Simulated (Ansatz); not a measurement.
# ScTa2N3: the cost of one run

Program: Ansatz 0.2.0. Level of theory: DFT PBE, scalar-relativistic, plane waves, PAW. These are calculated values, not measurements.

### Step 1. The system as given

Symmetry: R-3m, No. 166, trigonal system. The conventional cell has a = 5.047 Å, b = 5.047 Å, c = 10.941 Å, α = 90.00°, β = 90.00°, γ = 120.00°. Around Sc (site symmetry -3m) lie 6 N at 2.33 Å. Ta (site symmetry 3m) has 9 N at 2.66 to 2.90 Å and 4 Ta at 2.85 to 3.02 Å and 3 Sc at 2.94 Å in its first shell of neighbours. N (site symmetry 2/m) has 2 Sc at 2.33 Å and 6 Ta at 2.66 to 2.90 Å in its first shell of neighbours.

As a file:

```xyz
6
Lattice="2.5235 1.4570 3.6471 -2.5235 1.4570 3.6471 0.0000 -2.9139 3.6471" Properties=species:S:1:pos:R:3 pbc="T T T"
Sc    0.0000    0.0000    0.0000
Ta    0.0000    0.0000    6.8939
Ta    0.0000    0.0000    4.0474
N    -1.2618    0.7285    1.8235
N     1.2618    0.7285    1.8235
N     0.0000   -1.4570    1.8235
```

The cell is invented: species swapped into a database cell of Dy2AlCo3 (R-3m, No. 166), with Ta on the Dy sites, Sc on the Al sites and N on the Co sites. The dimensions are guesses.

### Step 2. Probe: one point on a coarse mesh

The input, input.yaml:

```yaml
crystal:
  lattice:
    - [2.52353702, 1.45696478, 3.64709097]
    - [-2.52353702, 1.45696478, 3.64709097]
    - [0.0, -2.91392956, 3.64709097]
  atoms:
    - { symbol: Sc, position: [0.0, 0.0, 0.0] }
    - { symbol: Ta, position: [0.63007897, 0.63007897, 0.63007897] }
    - { symbol: Ta, position: [0.36992103, 0.36992103, 0.36992103] }
    - { symbol: "N", position: [0.0, 0.5, 0.0] }
    - { symbol: "N", position: [0.5, 0.0, 0.0] }
    - { symbol: "N", position: [0.0, 0.0, 0.5] }
basis:
  ecutwfc: 420
kpoints:
  mp_grid: { grid: [6, 6, 6] }
hamiltonian:
  xc: pbe
scf:
  occupations: { method: gaussian, width: 0.1 }
  lower_state_search: "off"
output:
  forces: true
  stress: true
  eigenvalues: true
```

Launch:

```
ansatz run input.yaml --threads 1 --pin off --max-ram 2560MiB --backend cpu --events-out ev --progress --plain --runs-dir out
```

What time and memory should one allow on 1 thread of Intel Xeon at 2.50GHz (Skylake/Cascade Lake), shared host?

About 7.3 s, with a peak of 0.41 GiB.
